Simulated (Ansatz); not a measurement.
# GeSb3O2: the cost of one run

Program: Ansatz 0.2.0. Level of theory: DFT PBE, scalar-relativistic, plane waves, PAW. These are calculated values, not measurements.

## 1. The structure to begin with

Symmetry: P4mm, No. 99, tetragonal system. The conventional cell has a = 3.537 Å, b = 3.537 Å, c = 12.348 Å, α = 90.00°, β = 90.00°, γ = 90.00°. Around Ge (site symmetry 4mm) lie 4 O at 2.96 Å and 4 Sb at 3.33 Å. Sb (site symmetry 4mm) is surrounded by 4 O at 3.19 Å and 8 Sb at 3.52 to 3.54 Å. Sb (site symmetry 4mm) is surrounded by 4 O at 3.20 Å and 4 Ge at 3.33 Å and 4 Sb at 3.54 Å. Around Sb (site symmetry 4mm) lie 4 O at 3.28 Å and 8 Sb at 3.52 to 3.54 Å and 1 Ge at 3.70 Å. O (site symmetry 4mm) is surrounded by 4 Ge at 2.96 Å and 4 Sb at 3.28 Å. Around O (site symmetry 4mm) lie 8 Sb at 3.19 to 3.20 Å.

Structure file:

```cif
data_structure
_symmetry_space_group_name_H-M 'P4mm'
_symmetry_Int_Tables_number 99
_cell_length_a 3.5372
_cell_length_b 3.5372
_cell_length_c 12.3477
_cell_angle_alpha 90.000
_cell_angle_beta 90.000
_cell_angle_gamma 90.000
_cell_volume 154.49
loop_
_atom_site_label
_atom_site_type_symbol
_atom_site_symmetry_multiplicity
_atom_site_Wyckoff_symbol
_atom_site_fract_x
_atom_site_fract_y
_atom_site_fract_z
_atom_site_occupancy
Ge1 Ge 1 b 0.50000 0.50000 0.15158 1
Sb1 Sb 1 a 0.00000 0.00000 0.65145 1
Sb2 Sb 1 a 0.00000 0.00000 0.32937 1
Sb3 Sb 1 b 0.50000 0.50000 0.85221 1
O1 O 1 a 0.00000 0.00000 0.02411 1
O2 O 1 b 0.50000 0.50000 0.49128 1
```

A structure generator made this guess: species swapped into a database cell of Zr3TiCu2 (P4mm, No. 99), with Sb on the Zr sites, Ge on the Ti sites and O on the Cu sites. Its size is a rough estimate.

## 2. Probe: one point on a coarse mesh

File input.yaml:

```yaml
crystal:
  lattice:
    - [3.53715319, 0.0, 0.0]
    - [0.0, 3.53715319, 0.0]
    - [0.0, 0.0, 12.34773531]
  atoms:
    - { symbol: Ge, position: [0.5, 0.5, 0.15158348] }
    - { symbol: Sb, position: [0.0, 0.0, 0.65145093] }
    - { symbol: Sb, position: [0.0, 0.0, 0.32936677] }
    - { symbol: Sb, position: [0.5, 0.5, 0.85221177] }
    - { symbol: O, position: [0.0, 0.0, 0.02410903] }
    - { symbol: O, position: [0.5, 0.5, 0.49127698] }
basis:
  ecutwfc: 420
kpoints:
  mp_grid: { grid: [6, 6, 2] }
hamiltonian:
  xc: pbe
scf:
  occupations: { method: gaussian, width: 0.1 }
  lower_state_search: "off"
output:
  forces: true
  stress: true
  eigenvalues: true
```

Run with:

```sh
$ ansatz run input.yaml --threads 1 --pin off --max-ram 2560MiB --backend cpu --events-out ev --progress --plain --runs-dir out
```

Q: Estimate wall time and peak memory on 1 thread of Intel Xeon at 2.70GHz, shared host.

About 11 s, with a peak of 0.43 GiB.
